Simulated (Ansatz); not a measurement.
A run of Ansatz 0.2.0 is set up as follows.

The input input.yaml:

```yaml
crystal:
  lattice:
    - [3.935175, 0.0, 0.0]
    - [0.0, 3.935175, 0.0]
    - [0.0, 0.0, 3.935175]
  atoms:
    - { symbol: Ni, position: [0.0, 0.0, 0.0], spin: 1.0 }
    - { symbol: Ti, position: [0.5, 0.5, 0.0], spin: 1.0 }
    - { symbol: Ti, position: [0.5, 0.0, 0.5], spin: 1.0 }
    - { symbol: Ti, position: [0.0, 0.5, 0.5], spin: 1.0 }
kpoints:
  mp_grid: { grid: [7, 7, 7] }
scf:
  occupations: { method: fermi_dirac, width: 0.05 }
hamiltonian:
  xc: pbesol
  pseudopotentials: { kind: all_electron, lapw: { basis_error: 0.001 } }
magnetization:
  spin_polarized: true
output:
  forces: true
  stress: true
  eigenvalues: true
  populations: true
```

Potentials or basis: all-electron LAPW, scalar-relativistic.

Run with:

```sh
$ ansatz run input.yaml --threads 4 --pin off --max-ram 12288MiB --backend cpu --events-out ev --progress --plain --runs-dir out
```

Task: What does it give for the net moment?

Result: 0.00 μB per cell.

Task: Estimate the band gap on the k mesh.

Result: None (metal or under the smearing width).

Task: What does it give for the pressure?

Result: -5.1 GPa.

Task: What does it give for the absolute moment?

Result: 0.00 μB per cell.

Caveat: the starting moments weren't kept.
